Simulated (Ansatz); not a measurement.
# CHFSe: an energy map over bond length F1–C2 and bond length C2–Se3

How does the energy of CHFSe, SMILES FC=[Se] change over two coordinates at once? A grid of runs gives the map.

The runs use Ansatz 0.2.0; RKS SPW92 (LDA)/def2-TZVP.

### 1 The starting structure

SMILES `FC=[Se]`, 4 atoms, charge 0, spin multiplicity 1.

Atoms are counted from 1 here; the program's logs count them from 0.

Bond lengths: F1–C2 1.332 Å, C2–Se3 1.756 Å, C2–H4 1.111 Å. Angles: F1–C2–Se3 124.3°, F1–C2–H4 110.3°, Se3–C2–H4 125.4°.

Geometry (Å):

```xyz
4
CHFSe
F    -1.1693   -0.3936    0.5146
C    -0.0499    0.0462   -0.0576
Se    1.5578   -0.5465    0.3282
H    -0.2832    0.8337   -0.8056
```

### 2 Geometry optimisation

input.yaml reads:

```yaml
crystal:
  periodic: [false, false, false]
  atoms:
    - { symbol: F, position_ang: [-1.16929, -0.393629, 0.514615] }
    - { symbol: C, position_ang: [-0.049894, 0.046201, -0.057636] }
    - { symbol: Se, position_ang: [1.557802, -0.546537, 0.328231] }
    - { symbol: H, position_ang: [-0.283218, 0.833665, -0.805611] }
basis:
  gaussian: { orbitals: def2-TZVP }
hamiltonian:
  xc: lda
output:
  forces: true
relax:
  f_tol: 0.003
  max_steps: 120
```

The run is started by

```sh
> ansatz run input.yaml --threads 1 --pin off --max-ram 2560MiB --backend cpu --events-out ev --progress --plain --runs-dir out
```

What it wrote (excerpt; [...] marks lines left out):

```text
Warning: RAYON_NUM_THREADS=1 ignored (pool sized by the plan → 1); use --threads N
[...]
Functional definition: SPW92
[...]
767 factors; their error is unknown
[...]
mean field -69000.43567405 eV, -2535.7192408464 hartree, gradient 3.1e-5 eV, S^2 0.000000; 0 other end points of the search recorded, 0 dependent functions left out
[...]
reference -69000.43569830 eV, -2535.7192417375 hartree; 25, 25 occupied and 91, 91 virtual orbitals, 767 factors
relax step   1: F+E_penalty+E_count = -69000.43567405 eV  Δ(F+E_penalty+E_count) = +0.000e0 eV  max|allowed force component| = 7.635e-1 eV/Å  Δτ_max = 0.0000 Å  (27 SCF iters, accepted)
[...]
relax step   6: F+E_penalty+E_count = -69000.45012042 eV  Δ(F+E_penalty+E_count) = -1.940e-4 eV  max|allowed force component| = 3.516e-3 eV/Å  Δτ_max = 0.0032 Å  (32 SCF iters, accepted)
[...]
relax step   7: F+E_penalty+E_count = -69000.45012134 eV  Δ(F+E_penalty+E_count) = -9.143e-7 eV  max|allowed force component| = 2.380e-4 eV/Å  Δτ_max = 0.0002 Å  (33 SCF iters, accepted)
767 factors; their error is unknown
[...]
mean field -69000.45012134 eV, -2535.7197717743 hartree, gradient 1.9e-5 eV, S^2 0.000000; 1 other end points of the search recorded, 0 dependent functions left out
[...]
reference -69000.45014557 eV, -2535.7197726649 hartree; 25, 25 occupied and 91, 91 virtual orbitals, 767 factors
Total energy: -69000.45014557 eV, -2535.7197726649 hartree
Atom 0 at    -1.155268    -0.391939     0.511216 Å, force     0.000181     0.000201    -0.000217 eV/Å
Atom 1 at    -0.047329     0.046263    -0.058059 Å, force    -0.000235     0.000099    -0.000079 eV/Å
Atom 2 at     1.538021    -0.541221     0.325684 Å, force     0.000238    -0.000115     0.000087 eV/Å
Atom 3 at    -0.280025     0.826597    -0.799241 Å, force    -0.000183    -0.000184     0.000209 eV/Å
Dipole moment:    -0.098441     0.180037    -0.165473 e Å
```

It took 6.7 s on 1 thread of Intel Xeon 6975P-C (Granite Rapids), shared host; peak memory 0.18 GiB.

Step by step: (the energy doesn't fall at every step)

```csv
step,energy from step 1 (eV),largest force component (eV/Å)
1,0.0000,0.7635
2,-0.0130,0.2423
3,0.0641,0.9509
4,-0.0143,0.0555
5,-0.0137,0.1553
6,-0.0144,0.0035
7,-0.0144,0.0002
```

Distances of close pairs at the start and the end, largest changes first:

```csv
bond,before (Å),after (Å),change (Å)
C2–Se3,1.756,1.734,-0.023
F1–C2,1.332,1.320,-0.011
C2–H4,1.111,1.101,-0.010
```

### 3 Setting up the map

- bond length F1–C2: 15 values from 1.083 to 1.981 Å
- bond length C2–Se3: 15 values from 1.526 to 2.167 Å

Nothing else is relaxed (all other coordinates rigid). Energies count from the relaxed molecule at the same level.

Of the runs on the grid, 3 are shown in the steps below; the others differ only in the two coordinates.

### 4 The run at bond length F1–C2 = 1.724 Å, bond length C2–Se3 = 1.892 Å

input.yaml reads:

```yaml
crystal:
  periodic: [false, false, false]
  atoms:
    - { symbol: F, position_ang: [-1.155268, -0.391939, 0.511216] }
    - { symbol: C, position_ang: [0.29126, 0.180178, -0.232031] }
    - { symbol: Se, position_ang: [2.02136, -0.460945, 0.186749] }
    - { symbol: H, position_ang: [0.058564, 0.960513, -0.973213] }
basis:
  gaussian: { orbitals: def2-TZVP }
hamiltonian:
  xc: lda
output:
  forces: true
```

The run is started by

```sh
> ansatz run input.yaml --threads 1 --pin off --max-ram 2560MiB --backend cpu --events-out ev --progress --plain --runs-dir out
```

What it wrote (excerpt; [...] marks lines left out):

```text
Warning: RAYON_NUM_THREADS=1 ignored (pool sized by the plan → 1); use --threads N
[...]
[... 1 set-up line as earlier in the session ...]
[...]
767 factors; their error is unknown
[...]
mean field -68998.48294438 eV, -2535.6474793543 hartree, gradient 6.8e-6 eV, S^2 0.000000; 0 other end points of the search recorded, 0 dependent functions left out
[...]
reference -68998.48296850 eV, -2535.6474802408 hartree; 25, 25 occupied and 91, 91 virtual orbitals, 767 factors
Total energy: -68998.48296850 eV, -2535.6474802408 hartree
Atom 0 at    -1.155268    -0.391939     0.511216 Å, force     4.088365     1.664334    -2.147376 eV/Å
Atom 1 at     0.291260     0.180178    -0.232031 Å, force     1.122221    -2.995118     2.816525 eV/Å
Atom 2 at     2.021360    -0.460945     0.186749 Å, force    -4.679442     1.509978    -0.911591 eV/Å
Atom 3 at     0.058564     0.960513    -0.973213 Å, force    -0.531144    -0.179193     0.242442 eV/Å
Dipole moment:     0.388334     0.233364    -0.278242 e Å
```

It took 0.74 s on 1 thread of Intel Xeon 6975P-C (Granite Rapids), shared host; peak memory 0.12 GiB.

That is 1.97 eV from the zero.

### 5 Point bond length F1–C2 = 1.403 Å, bond length C2–Se3 = 1.571 Å

input.yaml reads:

```yaml
crystal:
  periodic: [false, false, false]
  atoms:
    - { symbol: F, position_ang: [-1.155268, -0.391939, 0.511216] }
    - { symbol: C, position_ang: [0.021924, 0.073653, -0.093643] }
    - { symbol: Se, position_ang: [1.458492, -0.458696, 0.254087] }
    - { symbol: H, position_ang: [-0.210772, 0.853987, -0.834824] }
basis:
  gaussian: { orbitals: def2-TZVP }
hamiltonian:
  xc: lda
output:
  forces: true
```

The run is started by

```sh
> ansatz run input.yaml --threads 1 --pin off --max-ram 2560MiB --backend cpu --events-out ev --progress --plain --runs-dir out
```

What it wrote (excerpt; [...] marks lines left out):

```text
Warning: RAYON_NUM_THREADS=1 ignored (pool sized by the plan → 1); use --threads N
[...]
[... 1 set-up line as earlier in the session ...]
[...]
767 factors; their error is unknown
[...]
mean field -68999.78770247 eV, -2535.6954283298 hartree, gradient 3.2e-5 eV, S^2 0.000000; 0 other end points of the search recorded, 0 dependent functions left out
[...]
reference -68999.78772696 eV, -2535.6954292297 hartree; 25, 25 occupied and 91, 91 virtual orbitals, 767 factors
Total energy: -68999.78772696 eV, -2535.6954292297 hartree
Atom 0 at    -1.155268    -0.391939     0.511216 Å, force     1.193220     0.689474    -0.827739 eV/Å
Atom 1 at     0.021924     0.073653    -0.093643 Å, force    -8.266483     2.271390    -1.219589 eV/Å
Atom 2 at     1.458492    -0.458696     0.254087 Å, force     7.552997    -2.892335     1.920428 eV/Å
Atom 3 at    -0.210772     0.853987    -0.834824 Å, force    -0.479733    -0.068530     0.126900 eV/Å
Dipole moment:     0.098520     0.172508    -0.182384 e Å
```

Wall time 0.73 s (1 thread of Intel Xeon 6975P-C (Granite Rapids), shared host); peak memory 0.12 GiB.

On the map this point reads 0.66 eV.

### 6 Grid point bond length F1–C2 = 1.339 Å, bond length C2–Se3 = 1.709 Å

input.yaml reads:

```yaml
crystal:
  periodic: [false, false, false]
  atoms:
    - { symbol: F, position_ang: [-1.155268, -0.391939, 0.511216] }
    - { symbol: C, position_ang: [-0.031776, 0.052414, -0.066051] }
    - { symbol: Se, position_ang: [1.530984, -0.526698, 0.312224] }
    - { symbol: H, position_ang: [-0.264471, 0.832749, -0.807233] }
basis:
  gaussian: { orbitals: def2-TZVP }
hamiltonian:
  xc: lda
output:
  forces: true
```

The run is started by

```sh
> ansatz run input.yaml --threads 1 --pin off --max-ram 2560MiB --backend cpu --events-out ev --progress --plain --runs-dir out
```

What it wrote (excerpt; [...] marks lines left out):

```text
Warning: RAYON_NUM_THREADS=1 ignored (pool sized by the plan → 1); use --threads N
[...]
[... 1 set-up line as earlier in the session ...]
[...]
767 factors; their error is unknown
[...]
mean field -69000.43466587 eV, -2535.7192037963 hartree, gradient 3.2e-5 eV, S^2 0.000000; 0 other end points of the search recorded, 0 dependent functions left out
[...]
reference -69000.43469013 eV, -2535.7192046878 hartree; 25, 25 occupied and 91, 91 virtual orbitals, 767 factors
Total energy: -69000.43469013 eV, -2535.7192046878 hartree
Atom 0 at    -1.155268    -0.391939     0.511216 Å, force     0.446124     0.213646    -0.265929 eV/Å
Atom 1 at    -0.031776     0.052414    -0.066051 Å, force    -1.120598     0.105772     0.034116 eV/Å
Atom 2 at     1.530984    -0.526698     0.312224 Å, force     0.757072    -0.298207     0.200677 eV/Å
Atom 3 at    -0.264471     0.832749    -0.807233 Å, force    -0.082597    -0.021211     0.031136 eV/Å
Dipole moment:    -0.059961     0.178919    -0.169125 e Å
```

Wall time 0.75 s (1 thread of Intel Xeon 6975P-C (Granite Rapids), shared host); peak memory 0.12 GiB.

That is 0.015 eV from the zero.

### 7 All points together

225 points were computed. Energies in eV, from the relaxed molecule at the same level:

```tsv
bond length C2–Se3 (Å) ↓, bond length F1–C2 (Å) →	1.083	1.147	1.211	1.275	1.339	1.403	1.468	1.532	1.596	1.660	1.724	1.788	1.852	1.917	1.981
2.167	3.27	2.31	1.83	1.67	1.73	1.92	2.20	2.52	2.87	3.23	3.58	3.92	4.25	4.57	4.86
2.121	3.05	2.08	1.60	1.43	1.48	1.66	1.94	2.25	2.60	2.95	3.30	3.64	3.96	4.27	4.56
2.075	2.84	1.86	1.36	1.19	1.23	1.41	1.68	1.99	2.33	2.67	3.02	3.35	3.67	3.97	4.26
2.030	2.64	1.65	1.14	0.96	0.99	1.16	1.43	1.73	2.06	2.40	2.74	3.07	3.38	3.69	3.97
1.984	2.45	1.45	0.93	0.74	0.76	0.93	1.18	1.48	1.80	2.14	2.47	2.79	3.10	3.40	3.68
1.938	2.28	1.26	0.74	0.54	0.55	0.70	0.95	1.24	1.56	1.88	2.21	2.52	2.83	3.12	3.40
1.892	2.14	1.11	0.57	0.36	0.36	0.50	0.74	1.02	1.33	1.65	1.97	2.28	2.58	2.86	3.13
1.846	2.03	0.98	0.43	0.21	0.20	0.33	0.56	0.83	1.13	1.44	1.75	2.05	2.35	2.63	2.90
1.801	1.97	0.91	0.34	0.10	0.08	0.21	0.42	0.68	0.97	1.28	1.58	1.87	2.16	2.44	2.70
1.755	1.96	0.88	0.30	0.05	0.02	0.13	0.33	0.58	0.86	1.15	1.44	1.73	2.01	2.28	2.54
1.709	2.03	0.93	0.33	0.06	0.02	0.11	0.30	0.54	0.81	1.09	1.37	1.65	1.92	2.19	2.44
1.663	2.19	1.07	0.45	0.16	0.10	0.18	0.36	0.58	0.84	1.11	1.38	1.65	1.92	2.18	2.42
1.617	2.46	1.32	0.67	0.37	0.29	0.36	0.52	0.73	0.97	1.23	1.49	1.75	2.01	2.26	2.50
1.571	2.87	1.70	1.04	0.71	0.61	0.66	0.81	1.00	1.23	1.48	1.73	1.98	2.23	2.47	2.70
1.526	3.44	2.24	1.55	1.21	1.09	1.12	1.25	1.43	1.64	1.87	2.11	2.35	2.59	2.83	3.05
```

On the same grid, largest force on an atom (eV/Å):

| bond length C2–Se3 (Å) ↓, bond length F1–C2 (Å) → | 1.083 | 1.147 | 1.211 | 1.275 | 1.339 | 1.403 | 1.468 | 1.532 | 1.596 | 1.660 | 1.724 | 1.788 | 1.852 | 1.917 | 1.981 |
| --- | --- | --- | --- | --- | --- | --- | --- | --- | --- | --- | --- | --- | --- | --- | --- |
| 2.167 | 21.5 | 13.0 | 7.8 | 5.3 | 5.5 | 5.6 | 5.7 | 5.8 | 5.9 | 6.0 | 6.1 | 6.2 | 6.3 | 6.4 | 6.5 |
| 2.121 | 21.5 | 13.1 | 7.8 | 5.3 | 5.4 | 5.6 | 5.7 | 5.8 | 5.9 | 6.1 | 6.2 | 6.3 | 6.4 | 6.5 | 6.5 |
| 2.075 | 21.6 | 13.1 | 7.9 | 5.2 | 5.3 | 5.5 | 5.6 | 5.8 | 5.9 | 6.0 | 6.1 | 6.2 | 6.3 | 6.4 | 6.5 |
| 2.030 | 21.6 | 13.1 | 7.8 | 5.0 | 5.1 | 5.3 | 5.5 | 5.6 | 5.8 | 5.9 | 6.0 | 6.1 | 6.3 | 6.3 | 6.4 |
| 1.984 | 21.6 | 13.1 | 7.7 | 4.8 | 4.8 | 5.0 | 5.2 | 5.4 | 5.5 | 5.7 | 5.8 | 5.9 | 6.1 | 6.2 | 6.2 |
| 1.938 | 21.4 | 12.9 | 7.5 | 4.5 | 4.4 | 4.6 | 4.8 | 5.0 | 5.2 | 5.3 | 5.5 | 5.6 | 5.7 | 5.8 | 5.9 |
| 1.892 | 21.3 | 12.7 | 7.2 | 4.1 | 3.8 | 4.1 | 4.3 | 4.7 | 4.9 | 5.0 | 5.0 | 5.1 | 5.3 | 5.4 | 5.5 |
| 1.846 | 21.3 | 12.4 | 6.8 | 3.5 | 3.1 | 3.3 | 4.0 | 4.5 | 4.8 | 4.9 | 4.8 | 4.7 | 4.6 | 4.7 | 4.8 |
| 1.801 | 21.5 | 12.2 | 6.3 | 2.9 | 2.1 | 2.7 | 3.8 | 4.4 | 4.6 | 4.7 | 4.7 | 4.6 | 4.4 | 4.2 | 4.0 |
| 1.755 | 21.8 | 12.5 | 6.2 | 2.1 | 0.8 | 2.5 | 3.6 | 4.2 | 4.5 | 4.6 | 4.5 | 4.4 | 4.3 | 4.1 | 3.9 |
| 1.709 | 22.2 | 12.8 | 6.4 | 2.2 | 1.1 | 2.3 | 3.4 | 4.0 | 4.3 | 4.4 | 4.4 | 4.3 | 4.2 | 4.0 | 3.8 |
| 1.663 | 22.5 | 13.1 | 6.7 | 3.3 | 2.9 | 3.7 | 4.2 | 4.3 | 4.2 | 4.3 | 4.3 | 4.2 | 4.1 | 3.9 | 3.8 |
| 1.617 | 22.9 | 13.4 | 7.0 | 5.9 | 5.5 | 5.8 | 6.2 | 6.3 | 6.1 | 5.9 | 5.6 | 5.3 | 5.0 | 4.7 | 4.4 |
| 1.571 | 23.3 | 13.8 | 9.6 | 9.1 | 8.7 | 8.7 | 8.9 | 9.0 | 8.8 | 8.6 | 8.3 | 8.0 | 7.7 | 7.4 | 7.2 |
| 1.526 | 23.8 | 14.2 | 13.6 | 13.1 | 12.6 | 12.2 | 12.4 | 12.4 | 12.3 | 12.0 | 11.7 | 11.5 | 11.2 | 10.9 | 10.7 |

The dipole moment (D) at each point:

| bond length C2–Se3 (Å) ↓, bond length F1–C2 (Å) → | 1.083 | 1.147 | 1.211 | 1.275 | 1.339 | 1.403 | 1.468 | 1.532 | 1.596 | 1.660 | 1.724 | 1.788 | 1.852 | 1.917 | 1.981 |
| --- | --- | --- | --- | --- | --- | --- | --- | --- | --- | --- | --- | --- | --- | --- | --- |
| 2.167 | 3.58 | 3.06 | 2.59 | 2.19 | 1.87 | 1.66 | 1.57 | 1.61 | 1.76 | 1.98 | 2.26 | 2.57 | 2.89 | 3.22 | 3.54 |
| 2.121 | 3.47 | 2.96 | 2.50 | 2.11 | 1.80 | 1.60 | 1.53 | 1.60 | 1.76 | 2.01 | 2.30 | 2.61 | 2.94 | 3.28 | 3.60 |
| 2.075 | 3.36 | 2.85 | 2.40 | 2.02 | 1.73 | 1.55 | 1.50 | 1.59 | 1.78 | 2.03 | 2.34 | 2.66 | 3.00 | 3.34 | 3.67 |
| 2.030 | 3.24 | 2.74 | 2.31 | 1.94 | 1.66 | 1.50 | 1.48 | 1.58 | 1.79 | 2.07 | 2.38 | 2.71 | 3.06 | 3.40 | 3.74 |
| 1.984 | 3.12 | 2.63 | 2.21 | 1.85 | 1.59 | 1.45 | 1.45 | 1.59 | 1.82 | 2.11 | 2.43 | 2.78 | 3.12 | 3.47 | 3.81 |
| 1.938 | 3.00 | 2.52 | 2.11 | 1.76 | 1.52 | 1.40 | 1.44 | 1.60 | 1.85 | 2.15 | 2.49 | 2.84 | 3.20 | 3.55 | 3.89 |
| 1.892 | 2.87 | 2.41 | 2.00 | 1.67 | 1.45 | 1.36 | 1.43 | 1.61 | 1.88 | 2.21 | 2.55 | 2.91 | 3.27 | 3.63 | 3.98 |
| 1.846 | 2.75 | 2.29 | 1.90 | 1.59 | 1.39 | 1.33 | 1.42 | 1.64 | 1.93 | 2.27 | 2.62 | 2.99 | 3.36 | 3.72 | 4.07 |
| 1.801 | 2.62 | 2.18 | 1.80 | 1.50 | 1.32 | 1.30 | 1.43 | 1.67 | 1.98 | 2.33 | 2.70 | 3.07 | 3.45 | 3.81 | 4.17 |
| 1.755 | 2.49 | 2.06 | 1.69 | 1.42 | 1.27 | 1.28 | 1.44 | 1.71 | 2.04 | 2.40 | 2.78 | 3.16 | 3.54 | 3.91 | 4.27 |
| 1.709 | 2.36 | 1.94 | 1.59 | 1.33 | 1.22 | 1.27 | 1.47 | 1.76 | 2.11 | 2.48 | 2.87 | 3.26 | 3.64 | 4.02 | 4.38 |
| 1.663 | 2.24 | 1.83 | 1.49 | 1.26 | 1.18 | 1.27 | 1.50 | 1.82 | 2.18 | 2.57 | 2.96 | 3.36 | 3.75 | 4.13 | 4.49 |
| 1.617 | 2.11 | 1.71 | 1.39 | 1.19 | 1.14 | 1.27 | 1.54 | 1.88 | 2.26 | 2.66 | 3.06 | 3.46 | 3.86 | 4.24 | 4.61 |
| 1.571 | 1.98 | 1.60 | 1.30 | 1.12 | 1.12 | 1.30 | 1.59 | 1.95 | 2.34 | 2.75 | 3.17 | 3.57 | 3.97 | 4.36 | 4.73 |
| 1.526 | 1.87 | 1.49 | 1.21 | 1.07 | 1.11 | 1.33 | 1.65 | 2.03 | 2.43 | 2.85 | 3.27 | 3.68 | 4.09 | 4.48 | 4.85 |

### 8 What came out

```
                       quantity                                                                                                                                                             value
                   lowest point                                                                                               bond length F1–C2 = 1.339 Å, bond length C2–Se3 = 1.709 Å, 0.015 eV
         highest computed point                                                                               bond length F1–C2 = 1.981 Å, bond length C2–Se3 = 2.167 Å, 4.84 eV above the lowest
largest force on an atom (eV/Å)    0.8 at bond length F1–C2 = 1.339 Å, bond length C2–Se3 = 1.755 Å to 23.8 at bond length F1–C2 = 1.083 Å, bond length C2–Se3 = 1.526 Å; 1.1 at the lowest point
              dipole moment (D)  1.07 at bond length F1–C2 = 1.275 Å, bond length C2–Se3 = 1.526 Å to 4.85 at bond length F1–C2 = 1.981 Å, bond length C2–Se3 = 1.526 Å; 1.22 at the lowest point
        time for the whole task                                                                                                                                  3.6 min on 1 thread, shared host
```

The lowest computed point is at bond length F1–C2 = 1.339 Å, bond length C2–Se3 = 1.709 Å, 0.015 eV from the relaxed molecule at the same level. The grid shows no other well, apart from its symmetry copies. The highest computed point, bond length F1–C2 = 1.981 Å, bond length C2–Se3 = 2.167 Å, lies 4.84 eV above the lowest. Round the minimum the valley is somewhat tilted: raising bond length F1–C2 shifts the best value of bond length C2–Se3 downwards (coupling k₁₂/√(k₁₁k₂₂) about 0.1).
